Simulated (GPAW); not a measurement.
TiW:

```
Ti W
1.0
     1.59373   -2.25463    0.00000
     1.59373    2.25463    0.00000
     0.00000    0.00000    4.46812
Ti W
1 1
Direct
  0.90406 0.96734 0.99739
  0.59594 0.53266 0.50261
```

The cell comes from a database or a generator and needn't be the stable form of this composition.

The cell isn't the ideal one: all Ti atoms moved 0.5 Å in one direction.

- Program: GPAW 26.7.0
- Task: relaxation of the atoms
- Functional: WC
- Potentials or basis: PAW data sets generated in the run's folder for this functional
- Cutoff: 600 eV
- Basis: pw
- k mesh: 9 × 9 × 5
- Occupations: fermi-dirac, width 0.05 eV
- Spin: no spin polarisation

At the start: volume 16.06 Å³/atom.

Task: How do energy, volume and symmetry change on relaxing?

Result: Over 10 steps the energy falls by 220.3 meV/atom; space group Cmmm (No. 65, to 0.05 Å).

Step by step:
```csv
step,energy change (eV),largest force (eV/Å)
1,0.0000,1.3213
2,-0.0498,1.3357
3,-0.4052,0.4649
4,-0.4124,0.4345
5,-0.4265,0.3257
6,-0.4367,0.2118
7,-0.4383,0.1705
8,-0.4402,0.0768
9,-0.4406,0.0261
10,-0.4407,0.0040
```

Final structure:
```
CELL_PARAMETERS angstrom
1.59373 -2.25463 0.00000
1.59373 2.25463 0.00000
0.00000 0.00000 4.46812
ATOMIC_POSITIONS crystal
Ti 0.99991 0.99984 0.00000
W 0.49999 0.50013 0.49999
```

Caveat: later steps reuse the first step's grids.
